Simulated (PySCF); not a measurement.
# C7H5N (2-ethynylpyridine): the cost of one run

Computed with PySCF 2.14.0 and routines of our own; the level stands in each step. Atoms count from 0.

### Step 1. The starting structure

13 atoms, charge 0, multiplicity 1; geometry from: GFN2-xTB.

### Step 2. Geometry optimisation at PBE0-D3(BJ)/def2-SVP

The job: settings as JSON, then the geometry in Å.

```
{"job": {"xc": "PBE0", "basis": "def2-SVP", "d3": "d3bj", "grid": 2, "kind": "geom"}, "charge": 0, "multiplicity": 1}
C      3.234964    -0.709932    -0.413960
C      2.058524    -0.519793    -0.270534
C      0.671148    -0.268708    -0.102700
C      0.220887     1.034552     0.130035
C     -1.137037     1.239788     0.290013
C     -1.993661     0.151310     0.212085
C     -1.443274    -1.100352    -0.026354
N     -0.151765    -1.312398    -0.178852
H      4.261816    -0.885538    -0.540773
H      0.925558     1.850738     0.179804
H     -1.523995     2.232568     0.471868
H     -3.059215     0.269621     0.332531
H     -2.068340    -1.981369    -0.100894
```

The run is started by

```
OMP_NUM_THREADS=1 python excited_run.py task.json out
```

The driver reads the jobs from task.json and runs them one after another.

**Question.** How long does this first job take on 1 thread of Intel Xeon Platinum 8488C, shared host, and how much memory does it need?

About 22 s, with a peak of 0.7 GiB.
